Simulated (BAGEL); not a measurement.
# HF/3-21G (density fitting with qzvpp-jkfit) run of B2HCl2F (SMILES FBB(Cl)Cl)

Aim: the vertical ionisation energy of B2HCl2F at HF/3-21G (density fitting with qzvpp-jkfit), from 2 runs. 

Program for the calculation: BAGEL 1.2.2.

4 further runs of the same task are left out: 4 set aside as unsound or not needed.

## Step 1: The system as given

B2HCl2F has 6 atoms, charge 0, and is taken as a singlet. As SMILES, `FBB(Cl)Cl`. The coordinates come from a GFN2-xTB relaxation.

Bond lengths: F1–B2 1.314 Å, B2–B3 1.695 Å, B3–Cl4 1.724 Å, B3–Cl5 1.724 Å, B2–H6 1.181 Å. Angles: F1–B2–B3 122.3°, B2–B3–Cl4 122.0°, B2–B3–Cl5 121.6°, Cl4–B3–Cl5 116.3°, F1–B2–H6 114.0°, B3–B2–H6 123.7°.

## Step 2: The energy at HF/3-21G (density fitting with qzvpp-jkfit)

Input file input.json:

```json
{ "bagel": [

{
  "title": "molecule",
  "basis": "3-21g",
  "df_basis": "qzvpp-jkfit",
  "angstrom": "true",
  "geometry": [
    { "atom": "F", "xyz": [      -0.003710,       1.850050,       0.666500 ] },
    { "atom": "B", "xyz": [      -0.453450,       0.626060,       0.505720 ] },
    { "atom": "B", "xyz": [       0.373230,      -0.529660,      -0.418160 ] },
    { "atom": "Cl", "xyz": [       1.522060,      -1.606860,       0.283200 ] },
    { "atom": "Cl", "xyz": [       0.038190,      -0.754350,      -2.094100 ] },
    { "atom": "H", "xyz": [      -1.476320,       0.414750,       1.056840 ] }
  ]
},

{ "title": "hf" },

{ "title": "print", "file": "orbitals.molden", "orbitals": "true" }

]}
```

On the command line:

```bash
$ BAGEL_NUM_THREADS=1 BAGEL input.json > input.out
```

Output:

```text
* using 1 threads per process

  ===============================================================
  ===============================================================

  *** Geometry ***

  { "atom" : "F", "xyz" : [     -0.007011,      3.496088,      1.259502 ] },
  { "atom" : "B", "xyz" : [     -0.856896,      1.183082,      0.955672 ] },
  { "atom" : "B", "xyz" : [      0.705302,     -1.000912,     -0.790208 ] },
  { "atom" : "Cl", "xyz" : [      2.876277,     -3.036525,      0.535170 ] },
  { "atom" : "Cl", "xyz" : [      0.072169,     -1.425515,     -3.957275 ] },
  { "atom" : "H", "xyz" : [     -2.789840,      0.783764,      1.997138 ] },

  Number of auxiliary basis functions:      501

  Since a DF basis is specified, we compute 2- and 3-index integrals:
    o Being stored without compression. Storage requirement is 0.012 GB

  Number of basis functions:       55
  Number of electrons      :       54

    * METHOD: MOLECULE                             0.18

  *** RHF ***

  === Nuclear Repulsion ===
   222.5299539424

      * DIIS with orbital gradients will be used.

  === RHF iteration (3-21g) ===
      0      -1063.14462881          0.02040382           0.05
      1      -1063.23847544          0.01254100           0.05
      2      -1063.27200002          0.00144872           0.05
      3      -1063.27308121          0.00034828           0.05
      4      -1063.27314506          0.00007985           0.05
      5      -1063.27315065          0.00001927           0.05
      6      -1063.27315106          0.00000561           0.05
      7      -1063.27315109          0.00000145           0.05
      8      -1063.27315110          0.00000046           0.05
      9      -1063.27315110          0.00000018           0.05
     10      -1063.27315110          0.00000005           0.05
     11      -1063.27315110          0.00000002           0.05
     12      -1063.27315110          0.00000000           0.05
    * SCF iteration converged.

    * Permanent dipole moment:
           (    0.362789,    -0.056668,    -0.247553) a.u.

    * METHOD: HF                                   0.78

    * METHOD: PRINT                                0.01

  ===============================================================
```

It took 1.1 s on 1 thread of Arm Neoverse V2, shared host.

## Step 3: The doublet cation, same level

Input file input.json:

```json
{ "bagel" : [

{
  "title" : "molecule",
  "basis" : "3-21g",
  "df_basis" : "qzvpp-jkfit",
  "angstrom" : "true",
  "geometry" : [
    { "atom" : "F", "xyz" : [   -0.003710,    1.850050,    0.666500 ] },
    { "atom" : "B", "xyz" : [   -0.453450,    0.626060,    0.505720 ] },
    { "atom" : "B", "xyz" : [    0.373230,   -0.529660,   -0.418160 ] },
    { "atom" : "Cl", "xyz" : [    1.522060,   -1.606860,    0.283200 ] },
    { "atom" : "Cl", "xyz" : [    0.038190,   -0.754350,   -2.094100 ] },
    { "atom" : "H", "xyz" : [   -1.476320,    0.414750,    1.056840 ] }
  ]
},
{ "title" : "uhf", "charge" : 1, "nopen" : 1 },
{ "title" : "print", "file" : "orbitals.molden", "orbitals" : "true" }

]}
```

On the command line:

```bash
$ BAGEL_NUM_THREADS=1 BAGEL input.json > input.out
```

Output:

```text
* using 1 threads per process

  ===============================================================
  ===============================================================

  *** Geometry ***

  { "atom" : "F", "xyz" : [     -0.007011,      3.496088,      1.259502 ] },
  { "atom" : "B", "xyz" : [     -0.856896,      1.183082,      0.955672 ] },
  { "atom" : "B", "xyz" : [      0.705302,     -1.000912,     -0.790208 ] },
  { "atom" : "Cl", "xyz" : [      2.876277,     -3.036525,      0.535170 ] },
  { "atom" : "Cl", "xyz" : [      0.072169,     -1.425515,     -3.957275 ] },
  { "atom" : "H", "xyz" : [     -2.789840,      0.783764,      1.997138 ] },

  Number of auxiliary basis functions:      501

  Since a DF basis is specified, we compute 2- and 3-index integrals:
    o Being stored without compression. Storage requirement is 0.012 GB

  Number of basis functions:       55
  Number of electrons      :       54

    * METHOD: MOLECULE                             0.17

  *** Open-shell HF ***

  === Nuclear Repulsion ===
   222.5299539424

      * DIIS with orbital gradients will be used.

  === UHF iteration (3-21g) ===
      0      -1062.65314911          0.04752110           0.10
      1      -1062.77479859          0.03738343           0.10
      2      -1062.82170719          0.02503569           0.10
      3      -1062.85700382          0.00121469           0.10
      4      -1062.85742911          0.00069914           0.10
      5      -1062.85757357          0.00029407           0.10
      6      -1062.85764728          0.00020553           0.10
      7      -1062.85769724          0.00011907           0.10
      8      -1062.85772264          0.00006558           0.10
      9      -1062.85772981          0.00002452           0.10
     10      -1062.85773039          0.00001330           0.10
     11      -1062.85773050          0.00000696           0.10
     12      -1062.85773055          0.00000245           0.10
     13      -1062.85773056          0.00000151           0.10
     14      -1062.85773056          0.00000083           0.10
     15      -1062.85773056          0.00000062           0.10
     16      -1062.85773056          0.00000029           0.10
     17      -1062.85773056          0.00000018           0.10
     18      -1062.85773056          0.00000014           0.10
     19      -1062.85773056          0.00000011           0.10
     20      -1062.85773056          0.00000009           0.10
     21      -1062.85773056          0.00000007           0.10
     22      -1062.85773056          0.00000004           0.10
     23      -1062.85773056          0.00000001           0.10
     24      -1062.85773056          0.00000001           0.10
    * SCF iteration converged.

    * S^2 (UHF) is 0.7693

    * Permanent dipole moment:
           (    0.883197,    -0.156459,    -0.603544) a.u.

    * METHOD: UHF                                  2.68

    * METHOD: PRINT                                0.01

  ===============================================================
```

Run time: 3.3 s. Hardware: 1 thread of Arm Neoverse V2, shared host.

## Step 4: Summary of results

Level: HF/3-21G (density fitting with qzvpp-jkfit).

| quantity | value |
| --- | --- |
| singlet B2HCl2F: total energy | -1063.27315 Eh |
| singlet B2HCl2F: dipole moment | 1.13 D |
| singlet B2HCl2F: HOMO energy | -12.05 eV |
| singlet B2HCl2F: LUMO energy | 1.49 eV |
| singlet B2HCl2F: HOMO–LUMO gap | 13.54 eV |
| doublet cation: total energy | -1062.85773 Eh |
| doublet cation: ⟨S²⟩ | 0.769 |
| vertical ionisation energy (to the doublet cation) | 11.304 eV |

Removing an electron at fixed nuclei costs 11.30 eV (1091 kJ/mol). The negative HOMO energy of the first species, 12.05 eV, lies 0.75 eV above that difference.
